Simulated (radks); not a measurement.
**Ni²⁺ in [Ar] 3d7.75 4f0.25: an all-electron calculation**

One table from this session's results is given with a row withheld; the runs are named, their logs left out.

Program: radks (a radial shooting solver on a logarithmic mesh, Libxc functionals) version 1. Level of theory: Dirac Kohn-Sham, exchange-only PBE, spin-unpolarised, spherical densities, point nucleus; open shells fill j = l - 1/2 first. These are calculated values, not measurements, unless marked.

## The system

```
element       : nickel (Z = 28)
charge        : +2
electrons     : 26
configuration : [Ar] 3d7.75 4f0.25
```

The first run:

Settings of this run:

```text
Z 28
configuration [Ar] 3d7.75 4f0.25 4s0 4p0
relativity Dirac
functional pbe,
spin unpolarised
j_filling energy
nucleus point
c 137.035999084
```

Started as:

```console
$ python run_ks.py task.json out
```

This one command runs every case of the session in turn.

One table of the session follows, with a row left open; its other results are not shown here.

It belongs to the step «Radial structure». Sizes of the orbitals, from the radial functions (bohr):

| level | <r> | outermost maximum (interpolated) | 90 % within | nodes |
| --- | --- | --- | --- | --- |
| 1s1/2 | ? | ? | ? | ? |
| 2s1/2 | 0.2447 | 0.205 | 0.379 | 1 |
| 2p1/2 | 0.2131 | 0.163 | 0.349 | 0 |
| 2p3/2 | 0.2163 | 0.166 | 0.354 | 0 |
| 3s1/2 | 0.7395 | 0.639 | 1.11 | 2 |
| 3p1/2 | 0.7702 | 0.642 | 1.19 | 1 |
| 3p3/2 | 0.7802 | 0.649 | 1.20 | 1 |
| 3d3/2 | 0.9531 | 0.626 | 1.65 | 0 |
| 3d5/2 | 0.9587 | 0.628 | 1.66 | 0 |
| 4s1/2 | 2.334 | 2.01 | 3.45 | 3 |
| 4p1/2 | 2.790 | 2.39 | 4.15 | 2 |
| 4p3/2 | 2.815 | 2.41 | 4.18 | 2 |
| 4f5/2 | 7.084 | 6.17 | 10.4 | 0 |
| 4f7/2 | 7.084 | 6.17 | 10.4 | 0 |

Estimate the missing values for 1s1/2.

**Answer.** <r>: 0.05409; outermost maximum (interpolated): 0.0354; 90 % within: 0.0966; nodes: 0. In the column «<r>» it is the lowest.
